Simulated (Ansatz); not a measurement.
What does this script print? It uses the Python package of Ansatz (0.2.0).

Script `run_dimer.py`:
```python
# -*- coding: utf-8 -*-
import ansatz as az

FIRST = [
    ("Si", (-0.0967, -0.0015, -0.0044)),
    ("Cl", (1.8005, -0.4933, 0.3043)),
    ("H", (-0.987, -0.4661, 1.1054)),
    ("H", (-0.5095, -0.5573, -1.3001)),
    ("H", (-0.2075, 1.5181, -0.1052)),
]
SECOND = [
    ("Si", (-2.6332, -3.3988, -1.3549)),
    ("Cl", (-4.4322, -2.5967, -1.5933)),
    ("H", (-1.539, -2.4524, -1.7386)),
    ("H", (-2.5769, -4.6399, -2.1389)),
    ("H", (-2.4474, -3.7787, 0.1123)),
]

def energy(atoms, ghosts=()):
    molecule = az.Crystal.molecule()
    for symbol, xyz in atoms:
        molecule = molecule.atom(symbol, xyz)
    calc = (
        molecule.calculation()
        .basis(gaussian="cc-pVDZ")
        .correlation("mp2")
    )
    deck = calc.input()
    if ghosts:
        deck = deck.set(az.key.basis.gaussian.ghost_atoms, [{"symbol": s, "position_ang": list(xyz)} for s, xyz in ghosts])
    return az.Session.from_dict(deck).plan().execute().report["free_energy_ev"]


def main():
    both = energy(FIRST + SECOND)
    alone = energy(FIRST) + energy(SECOND)
    ghosted = energy(FIRST, SECOND) + energy(SECOND, FIRST)
    print(f"dimer {both:.6f} eV")
    print(f"interaction, uncorrected   {23.060548 * (both - alone):8.3f} kcal/mol")
    print(f"interaction, counterpoise  {23.060548 * (both - ghosted):8.3f} kcal/mol")
    print(f"basis-set superposition    {23.060548 * (alone - ghosted):8.3f} kcal/mol")


if __name__ == "__main__":
    main()
```

```console
$ python run_dimer.py
dimer -40841.898853 eV
interaction, uncorrected      0.595 kcal/mol
interaction, counterpoise     0.913 kcal/mol
basis-set superposition       0.318 kcal/mol
```

Uncorrected it is 0.595 kcal/mol, with the counterpoise correction 0.913 kcal/mol; the difference, 0.32 kcal/mol, is the superposition error. In this basis both values are repulsive.

These settings explore the input space; basis and method may be short of convergence. The dimer is a generated trial pose of unrelaxed monomers, not a minimum, so the figure is no binding energy, and the basis set is small. Wall time of the script: 4.8 s on 1 thread of Arm Neoverse V2 (shared host), peak memory 0.25 GiB.
